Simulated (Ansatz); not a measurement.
**BeBr− (singlet): wave-function methods side by side at distance Br1–Be2 = 2.327 Å, aug-cc-pVDZ**

An exercise on one series of results from a longer session: the logs are not shown, and one member is left open.

Method: aug-cc-pVDZ, core rule «outside noble gas», up to 15 orbitals frozen; program: Ansatz 0.2.0, Gaussian basis.

The runs, in order: UHF; CCSD(T) on RHF; CCSD(T) on UHF; BCCD(T) on RHF; CISD; CCSDT(Q) on RHF; CCSDT(Q) on UHF; CASSCF and MRCISD+Q, 2 electrons in 2 orbitals; CASSCF and NEVPT2, 2 electrons in 2 orbitals.

34 further runs of the same task are left out: 10 for a known fault of the program, 17 that didn't finish, 7 set aside as unsound or not needed.

### The geometry

The geometry derives from a PBE0/def2-TZVPD stationary point (not a proven minimum). One bond is set to the value named and the two fragments are kept rigid. No spin-orbit coupling is included. The filled d shell of Br may be among the frozen orbitals whatever the setting's name suggests; the logs give the count.

2 atoms, charge -1, spin multiplicity 1.

Atoms are counted from 1 here; the program's logs count them from 0.

Bond lengths: Br1–Be2 2.327 Å.

Set-up of the first run:

The input, in.yaml:

```yaml
crystal:
  periodic: [false, false, false]
  atoms:
    - {symbol: Br, position_ang: [0.000000, 0.000000, 0.000000]}
    - {symbol: Be, position_ang: [0.000000, 0.000000, 2.327000]}
basis:
  gaussian: {orbitals: aug-cc-pVDZ}
total_charge: -1
magnetization: {spin_polarized: true, initial_magnetization: 0}
hamiltonian: {xc: hf}
output: {orbitals: {seedname: orbitals}}
```

Started as:

```sh
$ ansatz run in.yaml --threads 1 --pin off --events-out ev --progress --plain --max-ram 2393MiB
```

Steps of the session up to this table: UHF; CCSD(T) on RHF; CCSD(T) on UHF; BCCD(T) on RHF; CISD; CCSDT(Q) on RHF; CCSDT(Q) on UHF; CASSCF and MRCISD+Q, 2 electrons in 2 orbitals; CASSCF and NEVPT2, 2 electrons in 2 orbitals.

One table of the session follows, with a row left open; its other results are not shown here.

It belongs to the step «Misses and costs». 

| method | from RCCSDT(Q) (kJ/mol) |
| --- | --- |
| RHF | +516.9 |
| UHF | +512.2 |
| RMP2 | +81.1 |
| CISD | +62.2 |
| RCCSD | +18.4 |
| RCCSD(T) | +2.9 |
| BCCD(T) | +2.8 |
| RCCSDT | ? |
| RCCSDT(Q) | 0 |
| CASSCF pair | +473.4 |
| NEVPT2 pair | +78.8 |

Q: Estimate the row for RCCSDT from the others.

As computed: from RCCSDT(Q) (kJ/mol): +1.2. In the column «from RCCSDT(Q) (kJ/mol)» it lies between RCCSDT(Q) (0) and BCCD(T) (+2.8).

Not comparable, so not listed: CCSD(T) on UHF; CASSCF and MRCISD+Q, 2 electrons in 2 orbitals (they don't share determinant, frozen orbitals or solution with the rows shown, or repeat one).

Limits of these values: Warnings: restricted reference is unstable; spin contamination. Warnings in the runs' records: passed over end.
